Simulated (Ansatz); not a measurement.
Runs of Ansatz 0.2.0 on SiF. The structure is cubic, space group Pm-3m (No. 221). The conventional cell has a = 3.029 Å, b = 3.029 Å, c = 3.029 Å, α = 90.00°, β = 90.00°, γ = 90.00°. Around Si (site symmetry m-3m) lie 8 F at 2.62 Å. F (site symmetry m-3m) has 8 Si at 2.62 Å as nearest neighbours. The cell was built by a generator and needn't be a form met in nature.

```csv
task,level,cell,cutoff (eV),points for each segment of the path,gap on the mesh (eV),pressure (GPa)
single point,r2SCANh,as given,500,-,none,-0.9
single point,r2SCAN0,as given,500,-,none,(a)
band structure,HSEsol,as given,420,4,none,-4.2
relaxation of cell and atoms,HSEsol,relaxed,420,-,none,0.0
```

Alike in all rows: potentials or basis Ansatz PAW; no spin polarisation; k mesh 5 × 5 × 5; smearing fermi-dirac 0.05 eV; the mesh is coarse, so values aren't converged.

Fill in the values left out.

(a) -1.7.

Caveats: all runs use coarse meshes; an odd number of electrons without spin polarisation forces a metal; a magnetic or distorted state may lie lower; the PAW data sets come from PBE, with cores solved anew for the run's functional, which leaves a small shift of forces and pressure; the thresholds are loose for stress (some runs); the plane-wave basis is chosen anew once the cell has moved, so the energies of steps on either side of that aren't comparable (some runs).

A gap of «none» marks a metal or a gap under the smearing width.
